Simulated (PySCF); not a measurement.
# A diatomic session: TlHg+

The task here is to estimate one member of a computed series from the others.

Method: Tl def2-SVP with ECP60, Hg def2-SVP with ECP60, scalar-relativistic core potentials; program: PySCF 2.14.0.

The first run:

A driver script around PySCF takes these settings:

```yaml
atoms: Tl, Hg
charge: 1
basis: Tl def2-SVP with ECP60, Hg def2-SVP with ECP60
Hamiltonian: scalar-relativistic core potentials
basis_functions: 58
electrons_treated: 40
masses_in_u: 204.9744, 201.9706
levels: PBE0, PBE, r²SCAN, MN15, TPSSh, TPSS, HF, MP2, SCS-MP2, CCSD, CCSD(T)
grid: 80 radial by 434 angular points
occupations: held fixed by the projection of orbital angular momentum
dissociation_limit: Tl+ + Hg, each in its ground configuration
starting_distance_in_angstrom: 2.905
values_of_2S_to_try: 0, 2
```

Command:

```console
$ OMP_NUM_THREADS=1 python dia.py task.json out
```

Steps of the session up to this table: Input; The PBE0 curve of the state that the search chose; Higher solutions at PBE0; PBE (GGA); r²SCAN; MN15 (hybrid meta-GGA); TPSSh (hybrid meta-GGA); TPSS; RHF (mean field); MP2 and coupled cluster.

One table of the session follows, with a row left open; its other results are not shown here.

Energy (eV) from each level's lowest point:

| R (Å) | RHF | RHF-MP2 | RHF-SCS-MP2 | RHF-CCSD | RHF-CCSD(T) |
| --- | --- | --- | --- | --- | --- |
| 2.829 | 0.440 | 0.223 | 0.267 | n/a | n/a |
| 2.960 | 0.252 | 0.094 | 0.124 | 0.135 | 0.121 |
| 3.092 | 0.134 | 0.029 | 0.047 | 0.053 | 0.044 |
| 3.190 | 0.078 | 0.007 | 0.016 | 0.020 | 0.015 |
| 3.289 | 0.040 | 0.000 | 0.002 | 0.004 | 0.002 |
| 3.388 | 0.017 | 0.004 | 0.000 | 0.000 | 0.000 |
| 3.519 | 0.002 | 0.020 | 0.008 | 0.007 | 0.009 |
| 3.684 | ? | ? | ? | ? | ? |
| 3.881 | 0.012 | 0.088 | 0.061 | 0.057 | 0.065 |
| 4.144 | 0.038 | 0.137 | 0.103 | n/a | n/a |

Q: Estimate the row for R (Å) = 3.684 from the others.

Worked estimate for «RHF». A straight line through the neighbours (3.519, 0.002) and (3.881, 0.012) gives 0.002 + (0.012 − 0.002) × (3.684 − 3.519) / (3.881 − 3.519) = 0.007; a parabola fitted to 4 rows on both sides gives 0.002.

**Answer.** RHF: 0.000; RHF-MP2: 0.049; RHF-SCS-MP2: 0.029; RHF-CCSD: 0.026; RHF-CCSD(T): 0.032. In «RHF» the line misses by +0.007 and the parabola by +0.002.
